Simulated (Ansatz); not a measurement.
# HF/6-31G(d) (spherical functions) run of C3H5Ga (SMILES C#[C][GaH][CH3])

Aim: the electronic atomisation energy of C3H5Ga at HF/6-31G* (spherical functions), from 4 runs. 

Program for the calculation: Ansatz 0.2.0.

64 further runs of the same task are left out: 64 set aside as unsound or not needed.

**1. The molecule**

The species is C3H5Ga (9 atoms), meant as a singlet with charge 0. SMILES: `C#[C][GaH][CH3]`. The coordinates come from a PBE0-D4/def2-TZVP relaxation.

Bond lengths: C1–C2 1.210 Å, C2–Ga3 1.925 Å, Ga3–C4 1.958 Å, C1–H5 1.066 Å, Ga3–H6 1.564 Å, C4–H7 1.093 Å, C4–H8 1.090 Å, C4–H9 1.094 Å. Some angles: C1–C2–Ga3 179.3°, C2–Ga3–C4 117.4°, C2–C1–H5 179.8°, C2–Ga3–H6 117.1°, C4–Ga3–H6 125.5°, Ga3–C4–H7 109.9°, Ga3–C4–H8 112.6°, Ga3–C4–H9 109.4°, H7–C4–H8 109.1°, H7–C4–H9 106.9°.

**2. A single-point energy at HF/6-31G(d) (spherical functions)**

in.yaml reads:

```yaml
crystal:
  periodic: [false, false, false]
  atoms:
    - {symbol: C, position_ang: [1.498700, 0.816800, -2.138700]}
    - {symbol: C, position_ang: [0.950000, 0.745200, -1.062800]}
    - {symbol: Ga, position_ang: [0.068800, 0.611200, 0.643700]}
    - {symbol: C, position_ang: [-1.036100, -0.972500, 0.966400]}
    - {symbol: H, position_ang: [1.983700, 0.883100, -3.086100]}
    - {symbol: H, position_ang: [0.292600, 1.783100, 1.655500]}
    - {symbol: H, position_ang: [-0.451400, -1.877200, 0.782100]}
    - {symbol: H, position_ang: [-1.435200, -1.006300, 1.980000]}
    - {symbol: H, position_ang: [-1.871000, -0.983500, 0.260000]}
basis:
  gaussian: {orbitals: 6-31G_st_-spherical.json}
magnetization: {spin_polarized: false, initial_magnetization: 0}
output: {orbitals: {seedname: orbitals}}
hamiltonian: {xc: hf}
accuracy: high
```

The basis set 6-31G* is read from a file made from the Basis Set Exchange's data (not shown).

Started as:

```console
$ ansatz run in.yaml --threads 1 --pin off --max-ram 3480MiB --events-out events.jsonl --progress --plain --runs-dir runs
```

What it wrote:

```text
Warning: RAYON_NUM_THREADS=1 ignored (pool sized by the plan → 1); use --threads N
Functional definition: HF
  name "HF"
  exchange = exact_x
  correlation = 0
1868 factors; integrals over basis functions are off by at most 1.6e-8 eV
mean field evaluation 1: about -55492.6251 eV, gradient 2.9e1 eV
mean field evaluation 2: about -55492.7179 eV, gradient 2.9e1 eV
mean field evaluation 4: about -55495.1495 eV, gradient 3.5e0 eV
mean field evaluation 8: about -55495.1873 eV, gradient 4.7e-4 eV
mean field -55495.18732768 eV, -2039.4105183032 hartree, gradient 1.0e-8 eV, S^2 0.000000; 0 other end points of the search recorded, 0 dependent functions left out
reference -55495.18732768 eV, -2039.4105183032 hartree; 27, 27 occupied and 57, 57 virtual orbitals, 1868 factors
Total energy: -55495.18732768 eV, -2039.4105183032 hartree
```

It took 2.5 s on 1 thread of Intel Xeon Platinum 8488C (Sapphire Rapids), shared host; peak memory 0.25 GiB.

**3. The C atom at the same level**

input.yaml reads:

```yaml
crystal:
  periodic: [false, false, false]
  atoms:
    - {symbol: C, position_ang: [0.000000, 0.000000, 0.000000]}
basis:
  gaussian:
    orbitals: 6-31G_st_-spherical.json
magnetization:
  spin_polarized: true
  initial_magnetization: 2
hamiltonian:
  xc: hf
accuracy: high
```

The basis set 6-31G* is read from a file made from the Basis Set Exchange's data (not shown).

Run the same way, it converges to -37.68058 Eh (log not shown).

**4. The Ga atom, same level**

in.yaml reads:

```yaml
crystal:
  periodic: [false, false, false]
  atoms:
    - {symbol: Ga, position_ang: [0.000000, 0.000000, 0.000000]}
basis:
  gaussian:
    orbitals: 6-31G_st_-spherical.json
hamiltonian:
  xc: hf
magnetization:
  spin_polarized: true
  initial_magnetization: 1
accuracy: high
```

The basis set 6-31G* is read from a file made from the Basis Set Exchange's data (not shown).

Run the same way, it converges to -1922.94348 Eh (log not shown).

**5. The H atom, same level**

molecule.yaml reads:

```yaml
crystal:
  periodic: [false, false, false]
  atoms:
    - {symbol: H, position_ang: [0.000000, 0.000000, 0.000000]}
basis:
  gaussian:
    orbitals: "6-31G*"
magnetization:
  spin_polarized: true
  initial_magnetization: 1
hamiltonian:
  xc: hf
accuracy: high
```

Run the same way, it converges to -0.49823 Eh (log not shown).

**6. Results**

Level: HF/6-31G* (spherical functions).

| quantity | value |
| --- | --- |
| molecule: total energy | -2039.41052 Eh |
| molecule: HOMO energy | -10.21 eV |
| molecule: LUMO energy | 1.36 eV |
| molecule: HOMO–LUMO gap | 11.57 eV |
| C atom: total energy | -37.68058 Eh |
| C atom: ⟨S²⟩ | 2.005 |
| Ga atom: total energy | -1922.94348 Eh |
| Ga atom: ⟨S²⟩ | 0.758 |
| H atom: total energy | -0.49823 Eh |
| H atom: ⟨S²⟩ | 0.750 |
| electronic atomisation energy | 25.419 eV |

Taking the molecule apart into free atoms costs 25.42 eV (2453 kJ/mol), before zero-point energy and without spin-orbit coupling. Hartree–Fock lacks the correlation of the bonding pairs, which as a rule makes this value much too low; in minimal bases other errors can mask that.
